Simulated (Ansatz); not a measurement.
# Al (Aluminum): the cost of one run

Method: DFT PBE+D3(BJ), scalar-relativistic, plane waves, PAW, in Ansatz 0.2.0.

1 further run of the same task is left out (set aside as unsound or not needed).

## 1. The structure to begin with

It takes space group Fm-3m (No. 225, cubic). Conventional cell: a = 3.983 Å, b = 3.983 Å, c = 3.983 Å, α = 90.00°, β = 90.00°, γ = 90.00°. Around Al (site symmetry m-3m) lie 12 Al at 2.82 Å.

Structure file:

```
Al
1.0
     0.00000    1.99137    1.99137
     1.99137    0.00000    1.99137
     1.99137    1.99137    0.00000
Al
1
Direct
  0.00000 0.00000 0.00000
```

This cell was relaxed beforehand with the same method: volume 15.79 Å³/atom, gap on the mesh none (metal).

## 2. Electronic structure at the relaxed geometry

File input.yaml:

```yaml
crystal:
  lattice:
    - [0.0, 1.9913663546, 1.9913663546]
    - [1.9913663546, 0.0, 1.9913663546]
    - [1.9913663546, 1.9913663546, 0.0]
  atoms:
    - { symbol: Al, position: [0.0, 0.0, 0.0] }
basis:
  ecutwfc: 420
kpoints:
  mp_grid: { grid: [18, 18, 18] }
  band_path:
    path:
      - [[0.0, 0.0, 0.0], [0.5, 0.0, 0.5], [0.625, 0.25, 0.625]]
      - [[0.375, 0.375, 0.75], [0.0, 0.0, 0.0], [0.5, 0.5, 0.5], [0.5, 0.25, 0.75], [0.5, 0.0, 0.5]]
    npoints: 14
hamiltonian:
  xc: pbe
  dispersion: d3bj
scf:
  occupations: { method: gaussian, width: 0.1 }
  n_extra_bands: 6
output:
  forces: true
  stress: true
  eigenvalues: true
  populations: true
  dos: { projected: true, de: 0.02, nscf_kmesh: { grid: [27, 27, 27] } }
  bader: true
  write_density: true
  write_potential: true
  elf: true
  volumetric_format: npy
```

Started as:

```bash
$ ansatz run input.yaml --threads 1 --pin off --max-ram 2560MiB --backend cpu --events-out ev --progress --plain --runs-dir out
```

Q: Estimate wall time and peak memory on 1 thread of an Arm CPU, shared host.

About 6 s, with a peak of 0.28 GiB.
